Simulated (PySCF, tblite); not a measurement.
# C₈H₁₃P: geometry, infrared bands and NMR shifts

Wanted: the infrared bands and NMR shifts of C₈H₁₃P (`C=C[P@]1(=CC)C=CCC1`), by calculation.

Programs: tblite 0.8.0 and PySCF 2.14.0, with density-fitted response routines of our own. Each step states its level of theory. These are calculated values for one molecule in the gas phase, unless marked as measured. Atoms are numbered from 0 throughout.

## 1. The molecule as given

22 atoms, charge 0, multiplicity 1; geometry from: force field or distance geometry start.

Bonds of the start (Å): C0–C1 1.33, C1–P2 1.75, P2–C3 1.62, C3–C4 1.49, P2–C5 1.78, C5–C6 1.33, C6–C7 1.45, C7–C8 1.47, C8–P2 1.81, C0–H9 1.09, C0–H10 1.10, C1–H11 1.08, C3–H12 1.09, C4–H13 1.09, C4–H14 1.11, C4–H15 1.13, C5–H16 1.08, C6–H17 1.11, C7–H18 1.12, C7–H19 1.12, C8–H20 1.11, C8–H21 1.11.

## 2. Geometry optimisation with GFN2-xTB

Job settings and geometry (Å):

```
{"job": {"kind": "relax", "xc": "GFN2-xTB", "basis": "xTB"}, "charge": 0, "multiplicity": 1}
C     -1.764300    -2.149100     0.893400
C     -1.040000    -1.061700     1.167100
P     -0.301900    -0.084900    -0.081600
C     -1.263100     1.020900    -0.769800
C     -1.302800     2.376000    -0.150600
C      0.481500    -1.176400    -1.251700
C      1.790600    -1.138200    -1.045000
C      2.212900    -0.260600     0.030800
C      1.226300     0.766100     0.393200
H     -1.957000    -2.457300    -0.131200
H     -2.185500    -2.698200     1.748100
H     -0.893100    -0.808600     2.208700
H     -1.896900     0.828400    -1.634700
H     -2.178200     2.535000     0.470500
H     -1.266500     3.089300    -1.006200
H     -0.390400     2.504000     0.499400
H     -0.053400    -1.751700    -1.986000
H      2.479900    -1.755800    -1.657200
H      2.542300    -0.772800     0.970700
H      3.137100     0.273100    -0.320700
H      1.218800     1.057900     1.466800
H      1.393300     1.683900    -0.215700
```

Run with:

```console
$ OMP_NUM_THREADS=1 python probes_run.py task.json out
```

One launch serves the whole session: the jobs run in the order shown.

**Question.** This job is followed by: GFN2-xTB harmonic vibrations, gas phase; GIAO PBE0/pcSseg-1 NMR shielding, non-relativistic, gas phase. What will the session give for the following? strongest single infrared mode (GFN2-xTB); zero-point energy (GFN2-xTB); 13C shifts against TMS (PBE0/pcSseg-1); 1H shifts against TMS (PBE0/pcSseg-1, means over atoms taken as alike); 31P shifts against H3PO4 (PBE0/pcSseg-1).

The runs gave:

| quantity | value |
| --- | --- |
| strongest single infrared mode (GFN2-xTB) | 725 cm⁻¹, 69 km/mol |
| zero-point energy (GFN2-xTB) | 113.5 kcal/mol |
| 13C shifts against TMS (PBE0/pcSseg-1) | 152.7, 150.7, 130.4, 130.2, 36.3, 33.4, 31.3, 13.7 ppm |
| 1H shifts against TMS (PBE0/pcSseg-1, means over atoms taken as alike) | 6.73, 6.59, 6.35, 5.99, 5.73, 2.90, 2.79, 2.21, 2.07, 1.76, 1.34 ppm |
| 31P shifts against H3PO4 (PBE0/pcSseg-1) | 21.1 ppm |

What this shows: Over 111 steps the energy fell by 1.331 eV; of the close pairs, P2–C3 changed most, 1.619 to 1.723 Å. All 60 modes are real, so the xTB geometry is a minimum. The strongest single mode, at 725 cm⁻¹, has its largest shares on H16, H17 and H12 (the list is cut at 3 atoms). GFN2-xTB is a fitted tight-binding method: band positions and strengths are rough. Its intensities can rank the bands wrongly.
